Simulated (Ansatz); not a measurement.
# C4H7InO: small, medium and large basis sets

One table from this session's results is given with a row withheld; the runs are named, their logs left out.

Method: one geometry, several basis sets; program: Ansatz 0.2.0, Gaussian basis.

The runs, in order: PBE0-D4/def2-SVP; ωB97M-V/def2-SVP; PBE0-D4/def2-QZVPP; ωB97M-V/def2-QZVPP; the functionals' def2-TZVPP values are taken from earlier runs.

**Structure used throughout**

All runs share one geometry, relaxed beforehand with PBE0-D4 in a triple-zeta def2 set. In takes the def2 core potential; no spin-orbit term is included.

SMILES `C=C=C[O][InH][CH3]`, 13 atoms, charge 0, spin multiplicity 1.

Atoms are counted from 1 here; the program's logs count them from 0.

Bond lengths: C1–C2 1.314 Å, C1–H7 1.091 Å, C1–H8 1.090 Å, C2–C3 1.322 Å, C3–O4 1.325 Å, C3–H9 1.091 Å, O4–In5 2.107 Å, In5–C6 2.131 Å, In5–H10 1.707 Å, C6–H11 1.090 Å, C6–H12 1.090 Å, C6–H13 1.091 Å. Angles: C2–C1–H7 122.1°, C2–C1–H8 122.0°, H7–C1–H8 115.9°, C1–C2–C3 170.8°, C2–C3–O4 122.1°, C2–C3–H9 120.7°, O4–C3–H9 117.2°, C3–O4–In5 103.5°, O4–In5–C6 108.8°, O4–In5–H10 110.0°, C6–In5–H10 139.6°, In5–C6–H11 108.4°, In5–C6–H12 111.1°, In5–C6–H13 110.1°, H11–C6–H12 109.6°, H11–C6–H13 108.9°, H12–C6–H13 108.6°.

The first run:

File in.yaml:

```yaml
crystal:
  periodic: [false, false, false]
  atoms:
    - {symbol: C, position_ang: [1.146698, -1.632309, -0.407977]}
    - {symbol: C, position_ang: [0.042532, -1.606758, 0.303276]}
    - {symbol: C, position_ang: [-1.125082, -1.420558, 0.894025]}
    - {symbol: O, position_ang: [-1.900284, -0.383588, 0.611859]}
    - {symbol: In, position_ang: [-0.769219, 0.706178, -0.792170]}
    - {symbol: C, position_ang: [0.382542, 2.170250, 0.243036]}
    - {symbol: H, position_ang: [2.072154, -1.174778, -0.056588]}
    - {symbol: H, position_ang: [1.209307, -2.161823, -1.359200]}
    - {symbol: H, position_ang: [-1.486588, -2.122487, 1.647055]}
    - {symbol: H, position_ang: [-1.305958, 0.355606, -2.374583]}
    - {symbol: H, position_ang: [0.620429, 1.783459, 1.233778]}
    - {symbol: H, position_ang: [1.304607, 2.394727, -0.293585]}
    - {symbol: H, position_ang: [-0.191157, 3.092072, 0.351074]}
basis:
  gaussian: {orbitals: def2-SVP}
hamiltonian: {xc: pbe0, dispersion: d4}
output: {orbitals: {seedname: orbitals}}
```

Command:

```console
$ ansatz run in.yaml --threads 2 --pin off --events-out ev --progress --plain --max-ram 32768MiB --backend cpu
```

Steps of the session up to this table: PBE0-D4 in def2-SVP; ωB97M-V in def2-SVP; PBE0-D4 in def2-QZVPP; ωB97M-V in def2-QZVPP.

One of the session's tables, all rows but one given; the rest of the session is left out.

It belongs to the step «Density functionals: the series». 

```
functional       basis  HOMO (eV)
   PBE0-D4    def2-SVP          ?
   PBE0-D4  def2-TZVPP      -6.07
   PBE0-D4  def2-QZVPP      -6.10
   ωB97M-V    def2-SVP      -8.16
   ωB97M-V  def2-TZVPP      -8.28
   ωB97M-V  def2-QZVPP      -8.31
```

**Question.** Estimate the row for PBE0-D4, def2-SVP.

**Answer.** HOMO (eV): -5.97. In the column «HOMO (eV)» it is the highest.
